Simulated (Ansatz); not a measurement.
# Hafnium, omega (AlB2-type) under r²SCAN: structure, energy and stiffness

What does r²SCAN give for hafnium in the omega (AlB2-type) structure? We relax it, solve it on a dense k-mesh, then scale the cell to 7 volumes from 88 to 112 % of the relaxed one and try a fit of the equation of state. Spin polarisation is left out. The k-meshes are 7×7×10 for the relaxation; 10×10×13 for the dense run; 8×8×11 for the volumes.

Method: DFT r2SCAN, plane waves (500 eV) with PAW, scalar-relativistic; the PAW data stem from PBE, with regenerated cores, in Ansatz 0.2.0.

### 1 The structure to begin with

The structure is hexagonal, space group P6/mmm (No. 191). The conventional cell has a = 5.020 Å, b = 5.020 Å, c = 3.077 Å, α = 90.00°, β = 90.00°, γ = 120.00°. Around Hf (site symmetry 6/mmm) lie 14 Hf at 3.08 to 3.28 Å. Hf (site symmetry -6m2) is surrounded by 11 Hf at 2.90 to 3.28 Å.

As a file:

```cif
data_structure
_symmetry_space_group_name_H-M 'P 1'
_symmetry_Int_Tables_number 1
_cell_length_a 5.0196
_cell_length_b 5.0196
_cell_length_c 3.0770
_cell_angle_alpha 90.000
_cell_angle_beta 90.000
_cell_angle_gamma 120.000
_cell_volume 67.14
loop_
_atom_site_label
_atom_site_type_symbol
_atom_site_fract_x
_atom_site_fract_y
_atom_site_fract_z
_atom_site_occupancy
Hf1 Hf 0.00000 0.00000 0.00000 1
Hf2 Hf 0.33333 0.66667 0.50000 1
Hf3 Hf 0.66667 0.33333 0.50000 1
```

### 2 Relaxation of the cell

The input, input.yaml:

```yaml
crystal:
  lattice:
    - [5.0195555627, 0.0, 0.0]
    - [-2.5097777813, 4.347062633, 0.0]
    - [0.0, 0.0, 3.0769875599]
  atoms:
    - { symbol: Hf, position: [0.0, 0.0, 0.0] }
    - { symbol: Hf, position: [0.3333333333, 0.6666666667, 0.5] }
    - { symbol: Hf, position: [0.6666666667, 0.3333333333, 0.5] }
hamiltonian:
  xc: r2scan
  pseudopotentials:
    kind: paw
    azcp:
      Hf: "pseudopotentials/Hf.paw.azcp"
basis:
  ecutwfc: 500
  fft_grid_basis: typed
kpoints:
  mp_grid: { grid: [7, 7, 10], shift: [0, 0, 0] }
magnetization:
  spin_polarized: false
scf:
  occupations: { method: fermi_dirac, width: 0.1 }
relax:
  max_steps: 60
  f_tol: 0.01
  cell: {}
output:
  write_density: true
  write_potential: true
  elf: true
  volumetric_format: npy
```

Started as:

```
$ ansatz run input.yaml --threads 1 --pin off --max-ram 3584MiB --backend cpu --events-out ev --progress --plain --runs-dir out
```

The runs that follow: The energy on a finer k-mesh; Equation of state: 88 %; Equation of state: 92 %; Equation of state: 96 %; Equation of state: 100 %; Equation of state: 104 %; Equation of state: 108 %; Equation of state: 112 %.

Before running it: what results should come out? Wanted: space group; conventional cell; volume; shortest distance; gap on the mesh; relative to hcp; highest ELF outside the cores; V₀, B₀, B₀′.

**Answer**, as computed:

| quantity | value |
| --- | --- |
| space group (spins left aside) | P6/mmm (No. 191) |
| conventional cell | a = 4.972 Å, c = 3.091 Å (c/a = 0.622) |
| volume | 22.064 Å³/atom |
| shortest distance | 2.871 Å |
| gap on the mesh | none (levels filled in part) |
| relative to hcp | +34 meV/atom |
| highest ELF outside the cores | 0.76, 2.11 Å from the nearest atom |
| V₀, B₀, B₀′ | 22.053 Å³/atom, 112 GPa, 3.5 |

**Reading.** From the guessed start the volume shrank by 1.4 % in 5 steps. Against the reference form of hafnium (hcp, computed apart with the same settings) it stands 34 meV/atom higher. Levels at the Fermi energy are filled in part, as in a metal. The fitted modulus is 112 GPa; letting shape and positions relax at each volume could only lower it. Relaxation kept the symmetry; phonons were not checked.
